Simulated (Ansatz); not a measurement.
# H₄O₃SeTi: up Jacob's ladder to CCSD(T)

An exercise on one series of results from a longer session: the logs are not shown, and one member is left open.

The runs use Ansatz 0.2.0, Gaussian basis; functionals in def2-TZVPP, the program's frozen cores in correlated methods.

The runs, in order: LDA (SPW92), PBE-D4, revPBE-D4, BLYP-D4, r2SCAN-D4, B97M-V, PBE0-D4, B3LYP-D4, r2SCANh-D4, r2SCAN0-D4, HSE06-D4, BHLYP-D4, CAM-B3LYP-D4, LC-ωPBE, ωB97X-V, ωB97M-V, B2PLYP, PBE-QIDH; CCSD(T)/def2-SVP; CCSD(T)/def2-TZVPP; MP2/def2-QZVPP; extrapolation to the limit; RPA on PBE.

### Structure used throughout

The geometry comes from an earlier relaxation with PBE0-D4 in a triple-zeta def2 set; it is a stationary point, not always the lowest conformer.

SMILES `[OH][Ti]([OH])([OH])[SeH]`, 9 atoms, charge 0, spin multiplicity 1.

Atoms are counted from 1 here; the program's logs count them from 0.

Bond lengths: O1–Ti2 1.791 Å, O1–H6 0.958 Å, Ti2–O3 1.785 Å, Ti2–O4 1.782 Å, Ti2–Se5 2.451 Å, O3–H7 0.958 Å, O4–H8 0.957 Å, Se5–H9 1.472 Å. Angles: Ti2–O1–H6 130.8°, O1–Ti2–O3 111.5°, O1–Ti2–O4 110.2°, O1–Ti2–Se5 110.6°, O3–Ti2–O4 112.3°, O3–Ti2–Se5 104.2°, O4–Ti2–Se5 107.8°, Ti2–O3–H7 132.5°, Ti2–O4–H8 136.3°, Ti2–Se5–H9 91.1°.

As a file:

```xyz
9
charge 0, multiplicity 1
O    -0.2251    1.1967   -1.4182
Ti    0.2592    0.0385   -0.1411
O     2.0252   -0.2245   -0.1311
O    -0.6508   -1.4835   -0.3120
Se   -0.2231    0.9525    2.0811
H    -0.9639    1.1838   -2.0285
H     2.5623   -1.0052    0.0115
H    -1.1283   -2.0731    0.2715
H    -1.5670    1.3686    1.6495
```

The first run:

in.yaml

```yaml
crystal:
  periodic: [false, false, false]
  atoms:
    - {symbol: O, position_ang: [-0.225133, 1.196671, -1.418167]}
    - {symbol: Ti, position_ang: [0.259223, 0.038521, -0.141137]}
    - {symbol: O, position_ang: [2.025198, -0.224538, -0.131074]}
    - {symbol: O, position_ang: [-0.650841, -1.483472, -0.311962]}
    - {symbol: Se, position_ang: [-0.223114, 0.952537, 2.081129]}
    - {symbol: H, position_ang: [-0.963933, 1.183777, -2.028506]}
    - {symbol: H, position_ang: [2.562304, -1.005249, 0.011544]}
    - {symbol: H, position_ang: [-1.128332, -2.073079, 0.271527]}
    - {symbol: H, position_ang: [-1.566970, 1.368631, 1.649546]}
basis:
  gaussian: {orbitals: def2-TZVPP}
hamiltonian: {xc: lda}
output: {orbitals: {seedname: orbitals}}
```

Run with:

```console
$ ansatz run in.yaml --threads 2 --pin off --events-out ev --progress --plain --max-ram 32768MiB --backend cpu
```

Steps of the session up to this table: LDA; PBE-D4 (GGA); revPBE-D4 (GGA); BLYP-D4 (GGA); r2SCAN-D4 (meta-GGA); B97M-V (meta-GGA); B3LYP-D4 (hybrid); r2SCANh-D4 (hybrid); r2SCAN0-D4 (hybrid); HSE06-D4 (hybrid); BHLYP-D4 (hybrid); CAM-B3LYP-D4 (range-separated); LC-ωPBE (range-separated); ωB97X-V (range-separated); ωB97M-V (range-separated); B2PLYP (double hybrid); PBE-QIDH (double hybrid).

One table of the session follows, with a row left open; its other results are not shown here.

It belongs to the step «Frontier levels by functional». 

| functional | HOMO (eV) | LUMO (eV) | gap (eV) |
| --- | --- | --- | --- |
| LDA (SPW92) | -5.91 | -3.06 | 2.85 |
| PBE-D4 | -5.74 | -2.83 | 2.91 |
| revPBE-D4 | -5.67 | -2.75 | 2.92 |
| BLYP-D4 | -5.58 | -2.73 | 2.84 |
| r2SCAN-D4 | -6.01 | -2.75 | 3.25 |
| B97M-V | -6.04 | -2.74 | 3.30 |
| PBE0-D4 | -6.86 | -1.87 | 4.99 |
| B3LYP-D4 | -6.63 | -2.15 | 4.48 |
| r2SCANh-D4 | -6.42 | -2.38 | 4.04 |
| r2SCAN0-D4 | -7.05 | -1.81 | 5.24 |
| HSE06-D4 | -6.47 | -2.25 | 4.21 |
| BHLYP-D4 | -7.85 | -0.74 | 7.11 |
| CAM-B3LYP-D4 | ? | ? | ? |
| LC-ωPBE | -9.40 | 0.34 | 9.74 |
| ωB97X-V | -9.08 | 0.32 | 9.40 |
| ωB97M-V | -8.96 | 0.30 | 9.26 |

Q: Estimate the row for CAM-B3LYP-D4 from the others.

**Answer.** HOMO (eV): -8.10; LUMO (eV): -0.79; gap (eV): 7.31. In the column «HOMO (eV)» it lies between ωB97M-V (-8.96) and BHLYP-D4 (-7.85).
